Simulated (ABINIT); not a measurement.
SiC2, 3 atoms in the cell. The typed cell holds 3 atoms: a = 2.465 Å, b = 2.465 Å, c = 7.127 Å, α = 90.00°, β = 90.00°, γ = 120.00°. The cell was built by a generator and needn't be a form met in nature. The cell isn't the ideal one: atoms moved at random.

```yaml
Program: ABINIT 10.8.3 (patched build)
Task: single point
Functional: BLYP
Potentials_or_basis: PseudoDojo NC SR PBE v0.4 stringent
Cutoff: 1007 eV
k_mesh: 9 × 9 × 3
Occupations: fermi-dirac, width 0.05 eV
Spin: no spin polarisation
```

Potentials or basis: PseudoDojo NC SR PBE v0.4 stringent.

Command:

```bash
$ abinit run.abi > log 2>&1
```

Hardware: 1 thread of Intel(R) Xeon(R) Platinum 8488C (Sapphire Rapids), on a shared host.

Problem. Estimate the wall time of this run.

Solution. It took 86 s on 1 thread of Intel(R) Xeon(R) Platinum 8488C (Sapphire Rapids), with other jobs on the host, peak memory 0.12 GiB. Counts: scf iterations 12, mpi ranks 1, k points 122, bands 10, plane waves 2747.
